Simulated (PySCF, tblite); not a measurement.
# C₅H₉BCl₂: geometry, infrared bands and NMR shifts

What infrared bands and NMR shifts should C₅H₉BCl₂ (`Cl[C@@H]1CBCC[C@H]1Cl`) show?

Computed with tblite 0.8.0 and PySCF 2.14.0, with density-fitted response routines of our own, on a single molecule in the gas phase. Atoms count from 0, in the outputs and in this text.

## (1) The molecule as given

17 atoms, charge 0, multiplicity 1; geometry from: force field or distance geometry start.

Bonds of the start (Å): Cl0–C1 1.79, C1–C2 1.54, C2–B3 1.59, B3–C4 1.59, C4–C5 1.53, C5–C6 1.55, C6–Cl7 1.79, C6–C1 1.54, C1–H8 1.12, C2–H9 1.10, C2–H10 1.12, B3–H11 1.20, C4–H12 1.11, C4–H13 1.12, C5–H14 1.11, C5–H15 1.13, C6–H16 1.11.

## (2) Optimising the geometry with GFN2-xTB

What the job is given:

```
{"job": {"kind": "relax", "xc": "GFN2-xTB", "basis": "xTB"}, "charge": 0, "multiplicity": 1}
Cl     2.408100     1.848700    -0.582000
C      1.160200     0.778400     0.126700
C      1.415700    -0.659000    -0.377800
B      0.235100    -1.617400     0.080200
C     -1.245900    -1.079200    -0.094500
C     -1.346000     0.364300     0.410400
C     -0.259500     1.285200    -0.203000
Cl    -0.491000     2.943500     0.437100
H      1.312100     0.785200     1.241200
H      2.372800    -1.040900     0.002600
H      1.429000    -0.657300    -1.493800
H      0.453200    -2.567800     0.771500
H     -1.961500    -1.724600     0.461300
H     -1.496500    -1.107100    -1.185200
H     -2.350200     0.772400     0.160700
H     -1.252000     0.369000     1.534600
H     -0.390600     1.318700    -1.300000
```

Run with:

```bash
$ OMP_NUM_THREADS=1 python probes_run.py task.json out
```

One launch serves the whole session: the jobs run in the order shown.

**Question.** This job is followed by: GFN2-xTB harmonic vibrations, gas phase; GIAO PBE0/pcSseg-1 NMR shielding, non-relativistic, gas phase. Predict these results of the whole session: strongest single infrared mode (GFN2-xTB); zero-point energy (GFN2-xTB); 13C shifts against TMS (PBE0/pcSseg-1); 1H shifts against TMS (PBE0/pcSseg-1); 35Cl shifts against HCl (PBE0/pcSseg-1); 11B shifts against BF3·OEt2 (PBE0/pcSseg-1); surface potential, 1st and 99th percentile.

As calculated:

| quantity | value |
| --- | --- |
| strongest single infrared mode (GFN2-xTB) | 2653 cm⁻¹, 137 km/mol |
| zero-point energy (GFN2-xTB) | 82.1 kcal/mol |
| 13C shifts against TMS (PBE0/pcSseg-1) | 73.0, 72.6, 44.9, 38.0, 30.0 ppm |
| 1H shifts against TMS (PBE0/pcSseg-1) | 7.79, 3.94, 3.73, 2.97, 2.44, 2.11, 1.73, 1.53, 1.12 ppm |
| 35Cl shifts against HCl (PBE0/pcSseg-1) | 226, 200 ppm |
| 11B shifts against BF3·OEt2 (PBE0/pcSseg-1) | 87.2 ppm |
| surface potential, 1st and 99th percentile | -1.14 V and 1.62 V |

What this shows: Relaxing lowered the energy by 0.282 eV in 65 steps; the close pair that moved most is C5–H15, from 1.128 to 1.092 Å. All 45 modes are real, so the xTB geometry is a minimum. The strongest single mode, at 2653 cm⁻¹, moves mainly H11. GFN2-xTB is a fitted tight-binding method: band positions and strengths are rough. Its intensities can rank the bands wrongly. At PBE0/pcSseg-1: Shielding is most anisotropic at Cl0 (span 534 ppm, paramagnetic term -422 ppm). At PBE0/pcSseg-1, counted by nearest atom on the grid, the HOMO lies on Cl0 45 %; Cl7 35 %, the LUMO on B3 53 %; H11 14 %.
